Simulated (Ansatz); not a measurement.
# HF/STO-3G run of singlet SiCl3O+

Aim: the energy of singlet SiCl3O+. 

The results are computed with Ansatz 0.2.0.

61 further runs of the same task are left out: 10 that didn't finish, 51 set aside as unsound or not needed. Runs told in other sessions of the task aren't counted.

### 1 The structure to begin with

The species is SiCl3O+ (5 atoms), meant as a singlet with charge +1. SMILES of the parent species: `[O][Si](Cl)(Cl)Cl`. Geometry: relaxed at PBE0-D4/def2-TZVP. That shape belongs to the parent species and isn't relaxed for this state.

Bond lengths: O1–Si2 1.645 Å, Si2–Cl3 2.018 Å, Si2–Cl4 2.020 Å, Si2–Cl5 2.018 Å. Angles: O1–Si2–Cl3 111.8°, O1–Si2–Cl4 100.7°, O1–Si2–Cl5 111.8°, Cl3–Si2–Cl4 111.9°, Cl3–Si2–Cl5 108.6°, Cl4–Si2–Cl5 111.9°.

### 2 A single-point energy at HF/STO-3G

Contents of input.yaml:

```yaml
basis:
  gaussian:
    orbitals: STO-3G
crystal:
  periodic: [false, false, false]
  atoms:
    - {symbol: O, position_ang: [0.815000, -1.070800, 1.039300]}
    - {symbol: Si, position_ang: [0.038600, -0.018800, 0.041000]}
    - {symbol: Cl, position_ang: [-1.536500, 0.855600, 0.950500]}
    - {symbol: Cl, position_ang: [-0.542800, -1.265500, -1.438700]}
    - {symbol: Cl, position_ang: [1.275600, 1.425900, -0.633600]}
total_charge: 1
hamiltonian:
  xc: hf
accuracy: high
output: {orbitals: {seedname: orbitals}}
```

Command:

```
$ ansatz run input.yaml --threads 1 --pin off --max-ram 3480MiB --events-out events.jsonl --progress --plain --runs-dir runs
```

Q: Predict the results. Wanted: total energy; HOMO energy; LUMO energy; HOMO–LUMO gap.

Answer, from the run:

Level: HF/STO-3G.

| quantity | value |
| --- | --- |
| total energy | -1722.86776 Eh |
| HOMO energy | -17.37 eV |
| LUMO energy | -9.69 eV |
| HOMO–LUMO gap | 7.68 eV |
